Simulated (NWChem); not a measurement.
**TPSSh/6-311+G(d,p) run of KF (SMILES [F][K])**

What is the vertical ionisation energy of KF at TPSSh/6-311+G**? 

The calculation is run with NWChem 7.3.0.

**1. The structure to begin with**

KF has 2 atoms, charge 0, and is taken as a singlet. SMILES: `[F][K]`. The coordinates come from a PBE0-D4/def2-TZVP relaxation.

Bond lengths: F1–K2 2.188 Å.

**2. The energy at TPSSh/6-311+G(d,p)**

mol.nw reads:

```
start mol
title "FK energy"
memory total 2200 mb
geometry units bohr noautosym nocenter noautoz
  F    1.78786989  -0.68483675   0.88892717
  K   -1.73212297   0.57107523  -0.88117929
end
basis spherical bse
  * library 6-311+G**
end
dft
  xc xctpssh
  grid medium
  convergence energy 1e-08
  iterations 100
  mulliken
  noprint "final vectors analysis"
end
task dft
```

The run is started by

```sh
$ nwchem mol.nw > mol.out
```

Output:

```text
[...]
          Wavefunction type:  closed shell.
          No. of atoms     :     2
          No. of electrons :    28
[...]
          Charge           :     0
          Spin multiplicity:     1
[...]
          AO basis - number of functions:    65
[...]
              XC Information
              --------------
                  TPSS hybrid Method XC Functional
                     Hartree-Fock (Exact) Exchange  0.100
                  TPSS metaGGA Exchange Functional  0.900
             TPSS03 metaGGA Correlation Functional  1.000
[...]
 d= 0,ls=0.0,diis     1   -699.7422880369 -7.41D+02  4.30D-02  1.62D+00     0.4
[...]
 d= 0,ls=0.5,diis    34   -699.8605317674 -6.45D-09  1.04D-06  1.06D-08     8.3
         Total DFT energy =     -699.860531771125
      One electron energy =    -1048.878550153714
           Coulomb energy =      351.710540833643
    Exchange-Corr. energy =      -44.043530342209
 Nuclear repulsion energy =       41.351007891156
[...]
      Total Density - Mulliken Population Analysis
     ---------------------------------------------
    Atom       Charge   Shell Charges
 -----------   ------   -------------------------------------------------------
    1 F    9     9.80   1.08  0.92  1.17  1.08  2.30  0.92  1.95 -0.01  0.40  0.00
    2 K   19    18.20   0.71  1.26  0.98  0.99  0.94  1.11  0.06 -0.02  0.30  5.54  1.25  3.09  1.77  0.08 -0.00  0.00  0.00  0.02  0.11
[...]
```

Wall time 9.3 s (1 thread of Intel Xeon 6975P-C (Granite Rapids), shared host); peak memory 0.1 GiB.

**3. The doublet cation**

input.nw reads:

```
start input
memory 2200 mb
charge 1

geometry noautosym nocenter noautoz
F      0.946100    -0.362400     0.470400
K     -0.916600     0.302200    -0.466300
end

basis spherical bse
* library 6-311+G**
end

dft
xc xctpssh
mult 2
grid medium
convergence energy 1e-08
iterations 100
mulliken
print low
end

task dft energy
```

The run is started by

```sh
$ nwchem input.nw > input.out
```

Output:

```text
[...]
 d= 0,ls=0.0,diis     1   -699.3657752548 -7.41D+02  7.50D-03  1.14D+00     0.5
[...]
 d= 0,ls=0.0,diis     8   -699.5018590269 -5.79D-09  8.17D-07  2.31D-08     2.9
[...]
         Total DFT energy =     -699.501859026934
      One electron energy =    -1039.476563953176
           Coulomb energy =      342.344200166629
    Exchange-Corr. energy =      -43.720506162315
 Nuclear repulsion energy =       41.351010921927
[...]
      Total Density - Mulliken Population Analysis
     ---------------------------------------------
    Atom       Charge   Shell Charges
 -----------   ------   -------------------------------------------------------
    1 F    9     8.95   1.08  0.92  1.14  1.14  2.21  0.90  1.55 -0.06  0.07  0.00
    2 K   19    18.05   0.71  1.26  0.98  0.99  0.94  1.11  0.03 -0.01  0.30  5.54  1.25  3.13  1.74  0.05 -0.01  0.00  0.00  0.00  0.03
[...]
      <S2> =      0.7514 (Exact =     0.7500)
[...]
```

Wall time 3.6 s (1 thread of Intel Xeon 6975P-C (Granite Rapids), shared host); peak memory 0.11 GiB.

**4. Results**

At TPSSh/6-311+G**:

| quantity | value |
| --- | --- |
| singlet KF: total energy | -699.86053 Eh |
| singlet KF: dipole moment | 8.58 D |
| doublet cation: total energy | -699.50186 Eh |
| doublet cation: ⟨S²⟩ | 0.751 |
| vertical ionisation energy (to the doublet cation) | 9.760 eV |

Removing an electron at fixed nuclei costs 9.76 eV (225 kcal/mol).
